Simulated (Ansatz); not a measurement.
# NiO: the cost of one run

Computed with Ansatz 0.2.0 (DFT PBEsol+U (U_eff = 7.2 eV on Ni 3d) with spin–orbit coupling, plane waves, PAW, unless a step's input says otherwise).

## Step 1: Starting point

It takes space group Fm-3m (No. 225, cubic). Conventional cell: a = 4.183 Å, b = 4.183 Å, c = 4.183 Å, α = 90.00°, β = 90.00°, γ = 90.00°. Around Ni (site symmetry m-3m) lie 6 O at 2.09 Å. O (site symmetry m-3m) has 6 Ni at 2.09 Å as nearest neighbours.

Coordinates:

```cif
data_structure
_symmetry_space_group_name_H-M 'P 1'
_symmetry_Int_Tables_number 1
_cell_length_a 2.9576
_cell_length_b 2.9576
_cell_length_c 2.9576
_cell_angle_alpha 60.000
_cell_angle_beta 60.000
_cell_angle_gamma 60.000
_cell_volume 18.29
loop_
_atom_site_label
_atom_site_type_symbol
_atom_site_fract_x
_atom_site_fract_y
_atom_site_fract_z
_atom_site_occupancy
Ni1 Ni 0.00000 0.00000 0.00000 1
O1 O 0.50000 0.50000 0.50000 1
```

The cell is the deposited one, not relaxed. An earlier run on this cell at PBEsol+U (U_eff = 7.2 eV on Ni 3d), without spin–orbit coupling gave 3.57 GPa at 9.147 Å³/atom (10×10×10 mesh), gap on the mesh 2.23 eV, moments in the atoms' spheres Ni 1.73; O 0.19 μB. The cell is compressed at this level.

## Step 2: Spin-orbit coupling, moments along [0, 0, 1]

Input file input.yaml:

```yaml
crystal:
  lattice:
    - [0.0, 2.0913095126, 2.0913095126]
    - [2.0913095126, 0.0, 2.0913095126]
    - [2.0913095126, 2.0913095126, 0.0]
  atoms:
    - { symbol: Ni, position: [0.0, 0.0, 0.0], spin: 1.9, spin_axis: [0.0, 0.0, 1.0] }
    - { symbol: O, position: [0.5, 0.5, 0.5] }
basis:
  ecutwfc: 420
  ecutrho_ratio: 4
kpoints:
  mp_grid: { grid: [10, 10, 10] }
hamiltonian:
  xc: pbesol
  hubbard: { sites: [{ species: Ni, l: d, u_eff: 7.2 }] }
scf:
  occupations: { method: gaussian, width: 0.05 }
  lower_state_search: "off"
  convergence: { dr2_threshold: 1.0e-09 }
output:
  forces: true
  stress: true
  eigenvalues: true
  populations: true
  hubbard: { sites: [{ species: Ni, l: d }] }
  topological_invariants: true
magnetization:
  noncollinear: true
  spin_orbit: true
checkpoint:
  read: start.run
  write: ck
  compress: false
  write_wavefunctions: false
  write_every: 100000
```

start.run is the folder with the converged state of an earlier run on this cell.

On the command line:

```
$ ansatz run input.yaml --threads 4 --pin off --max-ram 9216MiB --backend cpu --events-out ev --progress --plain --runs-dir out
```

**Question.** How long does this run take on 4 threads of Intel Xeon at 2.50GHz (Skylake/Cascade Lake), shared host, and how much memory does it need?

About 5.5 min, with a peak of 0.83 GiB.
